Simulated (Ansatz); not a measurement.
**Si2Mo (I4/mmm): relaxation of the ions from a Python script**

All numbers are computed with the Python package of Ansatz 0.2.0. Level of theory: DFT LDA, plane waves, PAW.

## (1) Starting point

The structure is tetragonal, space group I4/mmm (No. 139). The conventional cell has a = 3.200 Å, b = 3.200 Å, c = 7.861 Å, α = 90.00°, β = 90.00°, γ = 90.00°. Si (site symmetry 4mm) is surrounded by 5 Si at 2.61 to 2.63 Å and 5 Mo at 2.62 Å. Mo (site symmetry 4/mmm) has 10 Si at 2.62 Å as nearest neighbours.

No structure file is read: the coordinates are typed or built in the script.

## (2) The code

The input, si2mo_relax.py:

```python
# -*- coding: utf-8 -*-
"""Relax the ions of Si2Mo at fixed cell."""

import warnings

import ansatz
from ase import Atoms
from ase.data import atomic_numbers
from ase.neighborlist import neighbor_list
import numpy as np
from pymatgen.core import Structure
import spglib

WIDTH_EV = 0.1
MIXING_BETA = 0.2
FMAX = 0.001


def main():
    warnings.simplefilter("ignore", ansatz.DeckWarning)

    cell = (
        ansatz.Lattice.of((-1.6, 1.6, 3.9305), (1.6, -1.6, 3.9305), (1.6, 1.6, -3.9305))
        .atom("Si", (0.333, 0.333, 0.0))
        .atom("Si", (0.667, 0.667, 0.0))
        .atom("Mo", (0.0, 0.0, 0.0))
    )

    calc = cell.calculation()
    calc = calc.functional(ansatz.Functional.LDA)
    calc = calc.accuracy("medium").kpoints(7, center="monkhorst-pack")
    calc = calc.occupations(ansatz.OccupationsMethod.FERMI_DIRAC, width=WIDTH_EV).mixing("msr1", beta=MIXING_BETA)
    calc = calc.relax(force_tolerance=FMAX, density_extrapolation="transplant", random_displacement=True, displacement_amplitude=0.03, displacement_seed=405)
    steps = []


    def follow(event):
        if event["event"] != "relax_step":
            return
        row = event["data"]
        steps.append(row)
        print(f"step {row['step']:3d}  E = {row['lagrangian_ev']:.5f} eV  largest force component = {row['allowed_force_max_ev_ang']:.4f} eV/A")


    res = calc.session().plan(threads=1).execute(on_event=follow)
    rep = res.report

    first, last = steps[0], steps[-1]
    symbols = [site.symbol for site in res.lattice.sites]
    print(f"energy gained {first['lagrangian_ev'] - last['lagrangian_ev']:.4f} eV in {len(steps) - 1} steps")

    fractions = [site.position_frac for site in res.lattice.sites]
    numbers = [atomic_numbers[s] for s in symbols]
    for tolerance in (1e-3, 1e-2, 1e-1):
        print(f"space group at {tolerance} A:", spglib.get_spacegroup((res.lattice.cell_ang, fractions, numbers), symprec=tolerance))

    final = Atoms(symbols, positions=last["positions_ang"], cell=res.lattice.cell_ang, pbc=True)
    i, j, d = neighbor_list("ijd", final, 4.5)
    print("neighbours within 1.15 times the shortest distance of each atom (A)")
    for atom in range(len(final)):
        near = [m for m in np.argsort(d) if i[m] == atom]
        shell = [m for m in near if d[m] < 1.15 * d[near[0]]]
        print(f"{symbols[atom]}{atom} ({len(shell)}):", ", ".join(f"{symbols[j[m]]} {d[m]:.3f}" for m in shell))

    energy = rep["free_energy_ev"]
    print("Si2Mo: {:.6f} eV = {:.6f} Ry = {:.6f} Ha".format(energy, energy / 13.605693, energy / 27.211386))
    print("Fermi level {:.4f} eV, {} k-points, {} symmetry operations".format(rep["fermi_energy_ev"], rep["n_kpoints"], rep["n_symmetry_ops"]))

    final = Structure(res.lattice.cell_ang, [s.symbol for s in res.lattice.sites], [s.position_frac for s in res.lattice.sites])
    # count neighbours out to a fixed multiple of the shortest distance
    for index, (site, neighbours) in enumerate(zip(final, final.get_all_neighbors(5.5))):
        first = min(n.nn_distance for n in neighbours)
        shell = [n for n in neighbours if n.nn_distance < 1.15 * first]
        mean = sum(n.nn_distance for n in shell) / len(shell)
        print(f"atom {index} {site.specie.symbol}: {len(shell)} neighbours within 1.15 of the shortest distance, mean {mean:.3f} A")


if __name__ == "__main__":
    main()
```

## (3) What the engine is handed

The engine receives this input:

```yaml
crystal:
  lattice:
    - [-1.6, 1.6, 3.9305]
    - [1.6, -1.6, 3.9305]
    - [1.6, 1.6, -3.9305]
  atoms:
    - { symbol: Si, position: [0.333, 0.333, 0.0] }
    - { symbol: Si, position: [0.667, 0.667, 0.0] }
    - { symbol: Mo, position: [0.0, 0.0, 0.0] }
accuracy: medium
kpoints:
  mp_grid:
    grid: [7, 7, 7]
    shift: [0.0, 0.0, 0.0]
hamiltonian:
  xc: lda
scf:
  mixing:
    algorithm: msr1
    beta: 0.2
  occupations:
    method: fermi_dirac
    width: 0.1
relax:
  f_tol: 0.001
  density_extrapolation: transplant
  random_displacement:
    amplitude: 0.03
    seed: 405
```

## (4) Running it

On the command line:

```bash
python si2mo_relax.py
```

What time and memory should one allow on 1 thread of Arm Neoverse V1, shared host?

About 34 s, with a peak of 0.52 GiB.
